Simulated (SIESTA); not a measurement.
The system is FeO2.

```
Fe O
1.0
    -1.93044    1.93044    4.63043
     1.93044   -1.93044    4.63043
     1.93044    1.93044   -4.63043
Fe O
2 4
Direct
  0.75000 0.25000 0.50000
  0.00000 0.00000 0.00000
  0.95770 0.45770 0.50000
  0.79230 0.79230 0.00000
  0.20770 0.20770 0.00000
  0.54230 0.04230 0.50000
```

The cell comes from a database or a generator and needn't be the stable form of this composition.

* Program: SIESTA 5.4.2
* Task: single point
* Functional: PBEsol
* Potentials or basis: PseudoDojo 0.4 standard (PBEsol files)
* Basis: DZP (energy shift 0.003 Ry; two zetas on semicore shells)
* Grid cutoff: 800 Ry
* Energy shift: 0.003 Ry
* k mesh: 10 × 10 × 10
* Occupations: fermi-dirac, width 0.05 eV
* Spin: collinear spin, ferromagnetic start
* Starting moments: [3.0, 3.0, 0.0, 0.0, 0.0, 0.0] μB

On this cell: pressure -15.4 GPa; largest force 0.531 eV/Å; net moment 6.70 μB per cell; site moments Fe +2.90; O +0.22 μB; band gap on the k mesh none (metal or under the smearing width).

The same run follows on a disturbed copy (atoms moved at random, drawn with an rms of 0.05 Å):

```
Fe O
1.0
    -1.93044    1.93044    4.63043
     1.93044   -1.93044    4.63043
     1.93044    1.93044   -4.63043
Fe O
2 4
Direct
  0.75113 0.24615 0.50388
  0.99867 0.00420 0.99622
  0.96152 0.45163 0.49596
  0.79541 0.80358 0.01354
  0.20814 0.20922 0.99677
  0.54620 0.04575 0.50350
```

What changes?

The energy (extrapolated to zero smearing) moves by +8.3 meV/atom; pressure -15.0 GPa; largest force 0.817 eV/Å; net moment 6.71 μB per cell; site moments Fe +2.89, +2.93; O +0.21, +0.23, +0.24 μB; band gap on the k mesh none (metal or under the smearing width).

Forces in eV/Å, atoms in the order of the input:
```
Fe   0.068 -0.085  0.778
Fe  -0.022  0.168 -0.447
O    0.488 -0.049 -0.598
O   -0.558 -0.065  0.593
O    0.078  0.191 -0.583
O   -0.055 -0.159  0.258
```

Stress tensor (GPa, compression positive):
```
-15.30   0.03   0.90
  0.03 -11.16   0.08
  0.90   0.08 -18.68
```

Caveats: short orbitals over semicore shells can move pressures by several GPa; the basis of atomic orbitals isn't converged, which shifts pressures, moduli and gaps; semilocal functionals often make such compounds metallic where correlation or magnetic order opens a gap, which also shifts bond lengths; only a ferromagnetic start was run, and an antiferromagnetic order may lie lower in energy; so large a pressure means that the cell lies far from this level's equilibrium, or that cutoff or potentials fall short (some runs).
